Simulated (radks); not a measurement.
# Fractional charge and spin in the 3p shell of iron

One table from this session's results is given with a row withheld; the runs are named, their logs left out.

The numbers are computed with radks (a radial shooting solver on a logarithmic mesh, Libxc functionals) version 1 (scalar-relativistic Kohn-Sham, PBE, spin-polarised, spherical densities, point nucleus), except any that are marked as measured or tabulated.

### The system

```
element       : iron (Z = 26)
configuration : [Ne] 3s2 3d(up 3, down 3) 3p(up 3, down 3)
```

A shell typed twice in an input gives spin up, then spin down.

Set-up of the first run:

Input:

```text
Z 26
configuration [Ne] 3s2 3d3 3d3 3p3 3p3
relativity scalar-relativistic
functional pbe,pbe
spin polarised
nucleus point
c 137.035999084
```

Steps of the session up to this table: 3p: up 3, down 3.

One table of the session follows, with a row left open; its other results are not shown here.

It belongs to the step «3p: up 3, down 3». From the orbitals of this run (lengths in bohr):

```
level      <r>  outermost maximum (interpolated)  90 % within  nodes
   1s  0.05845                            0.0383        0.104      0
   2s        ?                                 ?            ?      ?
   2p   0.2355                             0.180        0.386      0
   3s   0.8113                             0.701         1.22      2
   3p   0.8579                             0.714         1.32      1
   3d    1.081                             0.712         1.87      0
```

Estimate the missing values for 2s.

**Answer.** <r>: 0.2669; outermost maximum (interpolated): 0.222; 90 % within: 0.414; nodes: 1. In the column «<r>» it lies between 2p (0.2355) and 3s (0.8113).
